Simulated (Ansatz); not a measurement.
**C2H6O2Si: small, medium and large basis sets**

The task here is to estimate one member of a computed series from the others.

The runs use Ansatz 0.2.0, Gaussian basis; one geometry, several basis sets.

Levels to be run: PBE0-D4/def2-SVP; ωB97M-V/def2-SVP; PBE0-D4/def2-QZVPP; ωB97M-V/def2-QZVPP; the functionals' def2-TZVPP values are taken from earlier runs.

## The geometry

All runs share one geometry, relaxed beforehand with PBE0-D4 in a triple-zeta def2 set.

SMILES `C=C(O)[SiH2]O`, 11 atoms, charge 0, spin multiplicity 1.

Atoms are counted from 1 here; the program's logs count them from 0.

Bond lengths: C1–C2 1.332 Å, C1–H6 1.082 Å, C1–H7 1.088 Å, C2–O3 1.365 Å, C2–Si4 1.876 Å, O3–H8 0.965 Å, Si4–O5 1.645 Å, Si4–H9 1.488 Å, Si4–H10 1.480 Å, O5–H11 0.958 Å. Angles: C2–C1–H6 120.2°, C2–C1–H7 122.5°, H6–C1–H7 117.3°, C1–C2–O3 124.1°, C1–C2–Si4 123.2°, O3–C2–Si4 112.7°, C2–O3–H8 109.7°, C2–Si4–O5 111.6°, C2–Si4–H9 108.1°, C2–Si4–H10 108.5°, O5–Si4–H9 110.8°, O5–Si4–H10 106.9°, H9–Si4–H10 110.9°, Si4–O5–H11 117.0°.

The first run:

in.yaml

```yaml
crystal:
  periodic: [false, false, false]
  atoms:
    - {symbol: C, position_ang: [0.462308, -0.566591, 1.569840]}
    - {symbol: C, position_ang: [-0.252033, -0.194139, 0.509179]}
    - {symbol: O, position_ang: [-1.584019, -0.448390, 0.355002]}
    - {symbol: Si, position_ang: [0.471209, 0.769688, -0.928660]}
    - {symbol: O, position_ang: [0.232262, -0.006259, -2.359475]}
    - {symbol: H, position_ang: [1.519908, -0.344768, 1.619632]}
    - {symbol: H, position_ang: [0.024494, -1.098800, 2.411988]}
    - {symbol: H, position_ang: [-1.911549, -0.939809, 1.117569]}
    - {symbol: H, position_ang: [-0.159481, 2.117653, -0.945985]}
    - {symbol: H, position_ang: [1.934376, 0.875278, -0.735572]}
    - {symbol: H, position_ang: [-0.672277, -0.220763, -2.592918]}
basis:
  gaussian: {orbitals: def2-SVP}
hamiltonian: {xc: pbe0, dispersion: d4}
output: {orbitals: {seedname: orbitals}}
```

Among the steps run: PBE0-D4 in def2-SVP; ωB97M-V in def2-SVP; PBE0-D4 in def2-QZVPP; ωB97M-V in def2-QZVPP.

One of the session's tables, all rows but one given; the rest of the session is left out.

It belongs to the step «Density functionals: the series». 

| functional | basis | HOMO (eV) | LUMO (eV) |
| --- | --- | --- | --- |
| PBE0-D4 | def2-SVP | -6.92 | 0.13 |
| PBE0-D4 | def2-TZVPP | -7.06 | -0.20 |
| PBE0-D4 | def2-QZVPP | ? | ? |
| ωB97M-V | def2-SVP | -9.15 | 2.22 |
| ωB97M-V | def2-TZVPP | -9.32 | 1.70 |
| ωB97M-V | def2-QZVPP | -9.35 | 1.36 |

**Question.** Estimate the row for PBE0-D4, def2-QZVPP.

**Answer.** HOMO (eV): -7.10; LUMO (eV): -0.31. In the column «HOMO (eV)» it lies between ωB97M-V, def2-SVP (-9.15) and PBE0-D4, def2-TZVPP (-7.06).
